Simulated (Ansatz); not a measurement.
**BHBr2: up Jacob's ladder to CCSD(T)**

How much do the methods differ for BHBr2? The plan is to run it at one geometry with functionals of several rungs and with coupled cluster, and see how far each lands from CCSD(T) at the basis-set limit for the atomisation energy.

Method: functionals in def2-TZVPP, the program's frozen cores in correlated methods; program: Ansatz 0.2.0, Gaussian basis.

The runs, in order: LDA (SPW92), PBE-D4, revPBE-D4, BLYP-D4, r2SCAN-D4, B97M-V, PBE0-D4, B3LYP-D4, r2SCANh-D4, r2SCAN0-D4, HSE06-D4, BHLYP-D4, CAM-B3LYP-D4, LC-ωPBE, ωB97X-V, ωB97M-V, B2PLYP, PBE-QIDH; CCSD(T)/def2-SVP; CCSD(T)/def2-TZVPP; MP2/def2-QZVPP; extrapolation to the limit; RPA on PBE.

## (1) Structure used throughout

The geometry comes from an earlier relaxation with PBE0-D4 in a triple-zeta def2 set; it is a stationary point.

4 atoms, charge 0, spin multiplicity 1.

Atoms are counted from 1 here; the program's logs count them from 0.

Bond lengths: Br1–B2 1.891 Å, B2–Br3 1.891 Å, B2–H4 1.186 Å. Angles: Br1–B2–Br3 121.4°, Br1–B2–H4 119.3°, Br3–B2–H4 119.3°.

## (2) LDA

This LDA is Slater exchange with PW92 correlation.

Contents of in.yaml:

```yaml
crystal:
  periodic: [false, false, false]
  atoms:
    - {symbol: Br, position_ang: [0.741772, 0.216791, 1.641631]}
    - {symbol: B, position_ang: [-0.143576, 0.036576, -0.019427]}
    - {symbol: Br, position_ang: [0.723164, -0.718355, -1.520836]}
    - {symbol: H, position_ang: [-1.265860, 0.404688, -0.121668]}
basis:
  gaussian: {orbitals: def2-TZVPP}
hamiltonian: {xc: lda}
output: {orbitals: {seedname: orbitals}}
```

The run is started by

```bash
$ ansatz run in.yaml --threads 4 --pin off --events-out ev --progress --plain --max-ram 10444MiB
```

After this run come: PBE-D4 (GGA); revPBE-D4 (GGA); BLYP-D4 (GGA); r2SCAN-D4 (meta-GGA); B97M-V (meta-GGA); PBE0-D4 (hybrid); B3LYP-D4 (hybrid); r2SCANh-D4 (hybrid); r2SCAN0-D4 (hybrid); HSE06-D4 (hybrid); BHLYP-D4 (hybrid); CAM-B3LYP-D4 (range-separated); LC-ωPBE (range-separated); ωB97X-V (range-separated); ωB97M-V (range-separated); B2PLYP (double hybrid); PBE-QIDH (double hybrid); CCSD(T) in def2-SVP; CCSD(T) in def2-TZVPP; MP2 in def2-QZVPP; RPA on PBE orbitals.

**Question.** What will the summary of the whole plan be? Wanted: atomisation energy, CCSD(T)/CBS; farthest beyond LDA; mean size of error, GGA; mean size of error, meta-GGA; mean size of error, hybrid; mean size of error, range-separated; mean size of error, double hybrid; gap, smallest and largest; T1 diagnostic.

**Answer**, as computed:

| quantity | value |
| --- | --- |
| atomisation energy, CCSD(T)/CBS | 1192.0 kJ/mol |
| functionals within 11.9 kJ/mol (1.0 %) | revPBE-D4, B97M-V, PBE0-D4, r2SCANh-D4, r2SCAN0-D4, HSE06-D4, ωB97X-V, PBE-QIDH |
| farthest beyond LDA | BHLYP-D4 (-45.6 kJ/mol) |
| mean size of error, GGA | 19.0 kJ/mol |
| mean size of error, meta-GGA | 9.8 kJ/mol |
| mean size of error, hybrid | 16.0 kJ/mol |
| mean size of error, range-separated | 17.2 kJ/mol |
| mean size of error, double hybrid | 13.9 kJ/mol |
| gap, smallest and largest | 4.24 eV (LDA (SPW92)), 11.43 eV (LC-ωPBE) |
| T1 diagnostic | 0.0098 |
| triples share of the correlation energy | 3.6 % |

LDA overbinds by 179.3 kJ/mol (15 %). PBE-D4 misses by +29.0 kJ/mol. Double hybrids carry the basis error of their MP2 part in triple zeta, and no dispersion term here, so their miss is partly the set-up's. Taken by rung, meta-GGA functionals do best (9.8 kJ/mol on average) and GGA ones worst beyond LDA (19.0 kJ/mol). The gap between the best rungs is small, so their order is not settled. Misses under about 11.9 kJ/mol are within the doubt on the reference itself, which lacks core-valence correlation, relativity and higher excitations, and its outer-core shells are covered unevenly. All levels share the lack of spin-orbit coupling, which lowers the free heavy atoms and so the true binding. Hartree-Fock recovers 75 % of the binding; the rest is correlation. CCSD(T) in def2-SVP is off by -66.6 kJ/mol, which most functionals beat. The gap grows from 4.2 to 11.4 eV across the functionals, mostly with the share of exact exchange. Correlated methods include outer-core shells of Br, which these sets cover unevenly.
